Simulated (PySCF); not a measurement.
Cl2GaH, in a box:

```xyz
4
Lattice="12.0000 0.0000 0.0000 0.0000 13.0000 0.0000 0.0000 0.0000 11.0000" Properties=species:S:1:pos:R:3 pbc="T T T"
Cl    4.5269    6.4743    4.8494
Ga    6.5723    6.7174    5.3834
Cl    7.4990    4.9936    6.2186
H     7.3294    8.0484    5.1795
```

Base run:

| Quantity | Value |
| --- | --- |
| Program | PySCF 2.14.0 |
| Functional | OLYP |
| Dispersion | D3(BJ) |
| Potentials or basis | def2-svp (all-electron) |
| k mesh | 1 × 1 × 1 |
| Occupations | fixed |
| Spin | no spin polarisation |

Its results: gap between the frontier levels 5.37 eV.

Problem. After a change of settings the same cell gave: gap between the frontier levels 6.63 eV. Which change was it?
A. functional from OLYP to SVWN5; dispersion from D3(BJ) to none
B. functional from OLYP to SCAN; dispersion from D3(BJ) to D3
C. functional from OLYP to HSE06

Solution. C.

HSE06 gives the wider gap, since exact exchange removes part of the self-interaction.

Caveats: this is a molecule in a periodic box at the Γ point, so its band gap is the HOMO-LUMO gap; relativity is left out, which matters for the heavier elements; the basis of atomic orbitals isn't converged, which shifts pressures, moduli and gaps; this program's HSE differs a little from the usual definition (some runs).

Not every run made on this cell is shown here.
